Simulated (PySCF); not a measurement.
**C₂H₉ClSSi₃: electronic excitations**

Wanted: the electronic excitations of C₂H₉ClSSi₃ (`CS[Si@@H]1C[SiH2][Si@H]1Cl`), by calculation.

Computed with PySCF 2.14.0, with density-fitted response routines of our own, on a single molecule in the gas phase. Atoms are numbered from 0 throughout.

## Step 1: The starting structure

16 atoms, charge 0, multiplicity 1; geometry from: GFN2-xTB.

Bonds of the start (Å): C0–S1 1.82, S1–Si2 2.16, Si2–C3 1.93, C3–Si4 1.93, Si4–Si5 2.36, Si5–Cl6 2.05, Si5–Si2 2.35, C0–H7 1.08, C0–H8 1.09, C0–H9 1.09, Si2–H10 1.47, C3–H11 1.09, C3–H12 1.09, Si4–H13 1.47, Si4–H14 1.47, Si5–H15 1.47.

## Step 2: TDDFT and polarisability: CAM-B3LYP/def2-SVPD

Job settings and geometry (Å):

```
{"job": {"kind": "uv", "xc": "CAM-B3LYP", "basis": "def2-SVPD", "nstates": 8, "ntriplets": 3}, "charge": 0, "multiplicity": 1}
C      3.051433     0.095933     0.224781
S      1.814140    -0.913011    -0.645289
Si     0.166358    -0.653398     0.729027
C     -1.404241    -1.335420    -0.153410
Si    -2.465662     0.241012    -0.502596
Si    -0.775546     1.494881     0.559281
Cl    -1.248834     2.411991     2.325530
H      3.942791     0.110992    -0.393389
H      3.277777    -0.353102     1.187302
H      2.672521     1.105485     0.356708
H      0.561312    -1.397403     1.932865
H     -1.933095    -2.041981     0.483068
H     -1.162795    -1.885320    -1.060511
H     -3.796076     0.136416     0.108893
H     -2.682550     0.454513    -1.936335
H     -0.025132     2.537357    -0.157402
```

Level: TDDFT CAM-B3LYP/def2-SVPD, vertical, gas phase, core orbitals frozen in the response.

Run with:

```bash
OMP_NUM_THREADS=1 python probes_run.py task.json out
```

One launch serves the whole session: the jobs run in the order shown.

What will the session give for the following? lowest singlet (CAM-B3LYP/def2-SVPD); brightest single state of those computed; lowest triplet. Wanted: lowest singlet; brightest single state of those computed; lowest triplet.

The runs gave:

| quantity | value |
| --- | --- |
| lowest singlet (CAM-B3LYP/def2-SVPD) | 4.48 eV (277 nm), f = 0.013 |
| brightest single state of those computed | state 5, 6.03 eV, f = 0.108 |
| lowest triplet | 4.01 eV |

**Reading.** The lowest singlet, at 4.48 eV, is HOMO→LUMO 0.87 and is weak; of the 8 states computed, the strongest absorption comes from state 5 at 6.03 eV. The lowest triplet lies 0.46 eV below the lowest singlet (triplets in Tamm-Dancoff, singlets in full TDDFT).
